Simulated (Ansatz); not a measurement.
# Nb3Cd: the cost of one run

Method: DFT PBE, scalar-relativistic, plane waves, PAW, in Ansatz 0.2.0.

**1. The starting structure**

The structure is hexagonal, space group P6_3/mmc (No. 194). Conventional cell: a = 5.930 Å, b = 5.930 Å, c = 4.760 Å, α = 90.00°, β = 90.00°, γ = 120.00°. Around Nb (site symmetry mm2) lie 4 Cd at 2.93 to 2.96 Å and 8 Nb at 2.93 to 2.97 Å. Cd (site symmetry -6m2) is surrounded by 12 Nb at 2.93 to 2.96 Å.

As a file:

```
CELL_PARAMETERS angstrom
5.92990 0.00000 0.00000
-2.96495 5.13544 0.00000
0.00000 0.00000 4.75966
ATOMIC_POSITIONS crystal
Nb 0.83300 0.66600 0.25000
Nb 0.16700 0.83300 0.75000
Nb 0.33400 0.16700 0.25000
Nb 0.16700 0.33400 0.75000
Nb 0.83300 0.16700 0.25000
Nb 0.66600 0.83300 0.75000
Cd 0.33333 0.66667 0.25000
Cd 0.66667 0.33333 0.75000
```

(A quick probe on a coarse mesh, which set the mesh and smearing, is not shown.)

**3. Coarse relaxation**

File input.yaml:

```yaml
crystal:
  lattice:
    - [5.9298958827, 0.0, 0.0]
    - [-2.9649479414, 5.1354404763, 0.0]
    - [0.0, 0.0, 4.7596563833]
  atoms:
    - { symbol: Nb, position: [0.833, 0.666, 0.25] }
    - { symbol: Nb, position: [0.167, 0.833, 0.75] }
    - { symbol: Nb, position: [0.334, 0.167, 0.25] }
    - { symbol: Nb, position: [0.167, 0.334, 0.75] }
    - { symbol: Nb, position: [0.833, 0.167, 0.25] }
    - { symbol: Nb, position: [0.666, 0.833, 0.75] }
    - { symbol: Cd, position: [0.3333333333, 0.6666666667, 0.25] }
    - { symbol: Cd, position: [0.6666666667, 0.3333333333, 0.75] }
basis:
  ecutwfc: 420
kpoints:
  mp_grid: { grid: [3, 3, 4] }
hamiltonian:
  xc: pbe
scf:
  occupations: { method: gaussian, width: 0.1 }
  lower_state_search: "off"
output:
  forces: true
  stress: true
  eigenvalues: true
relax:
  adjacent_minimum: "off"
  f_tol: 0.04
  max_steps: 70
  cell: { stress_tol: 0.4 }
```

Launch:

```bash
> ansatz run input.yaml --threads 1 --pin off --max-ram 2560MiB --backend cpu --events-out ev --progress --plain --runs-dir out
```

**Question.** How long does this run take on 1 thread of Arm Neoverse V1, shared host, and how much memory does it need?

About 45 s, with a peak of 0.44 GiB.
